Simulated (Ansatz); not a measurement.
# BGeH3 (singlet): from Hartree-Fock to the top rungs, cc-pVDZ

Aim: climb from Hartree-Fock through coupled cluster for BGeH3 (singlet) at one geometry and basis, and see what each rung misses.

The runs use Ansatz 0.2.0, Gaussian basis; cc-pVDZ, core rule «outside noble gas», up to 15 orbitals frozen.

Plan: UHF; CCSD(T) on RHF; CCSD(T) on UHF; BCCD(T) on RHF; CISD; CCSDT(Q) on RHF; CCSDT(Q) on UHF.

23 further runs of the same task are left out: 1 for a mislabelled method, 2 for a known fault of the program, 8 that didn't finish, 12 set aside as unsound or not needed.

### Step 1. What is computed

The geometry is a PBE0/def2-TZVP stationary point (not a proven minimum) of the parent state, kept for this charge and spin. No spin-orbit coupling is included. The filled d shell of Ge may be among the frozen orbitals whatever the setting's name suggests; the logs give the count.

5 atoms, charge 0, spin multiplicity 1.

Atoms are counted from 1 here; the program's logs count them from 0.

Bond lengths: Ge1–B2 2.042 Å, Ge1–H3 1.540 Å, Ge1–H4 1.541 Å, Ge1–H5 1.540 Å. Angles: B2–Ge1–H3 113.2°, B2–Ge1–H4 102.7°, B2–Ge1–H5 113.2°, H3–Ge1–H4 109.4°, H3–Ge1–H5 108.8°, H4–Ge1–H5 109.4°.

### Step 2. UHF

in.yaml

```yaml
crystal:
  periodic: [false, false, false]
  atoms:
    - {symbol: Ge, position_ang: [-0.001461, 0.000000, 0.237148]}
    - {symbol: B, position_ang: [0.029551, 0.000003, -1.804248]}
    - {symbol: H, position_ang: [0.648910, 1.252233, 0.854533]}
    - {symbol: H, position_ang: [-1.509666, -0.000094, 0.552300]}
    - {symbol: H, position_ang: [0.649065, -1.252153, 0.854532]}
basis:
  gaussian: {orbitals: cc-pVDZ}
magnetization: {spin_polarized: true, initial_magnetization: 0}
hamiltonian: {xc: hf}
output: {orbitals: {seedname: orbitals}}
```

Command:

```
> ansatz run in.yaml --threads 1 --pin off --events-out ev --progress --plain --max-ram 2393MiB
```

After this run come: CCSD(T) on RHF; CCSD(T) on UHF; BCCD(T) on RHF; CISD; CCSDT(Q) on RHF; CCSDT(Q) on UHF.

**Question.** What will the summary of the whole plan be? Wanted: RCCSDT(Q) below the RHF energy; RMP2 from RCCSDT(Q); UMP2 from RCCSDT(Q); RCCSD from RCCSDT(Q); RCCSD(T) from RCCSDT(Q); UCCSD(T) from RCCSDT(Q); UCCSDT(Q) from RCCSDT(Q); T1 diagnostic.

The runs gave:

```
                         quantity                                         value
   RCCSDT(Q) below the RHF energy                                    -5.6679 eV
              RMP2 from RCCSDT(Q)                                   +1488.9 meV
              UMP2 from RCCSDT(Q)                                   +1528.0 meV
             RCCSD from RCCSDT(Q)                                    +181.0 meV
          RCCSD(T) from RCCSDT(Q)                                     +39.5 meV
          UCCSD(T) from RCCSDT(Q)                                     +49.1 meV
         UCCSDT(Q) from RCCSDT(Q)                                      +0.3 meV
levels within 1 kcal/mol (43 meV)  RCCSD(T), BCCD(T), RCCSDT, UCCSDT, UCCSDT(Q)
                    T1 diagnostic                                         0.017
```

**Reading.** RCCSD(T) misses by +39.5 meV, 0.7 % of the correlation energy. These misses are within one basis, not against nature.
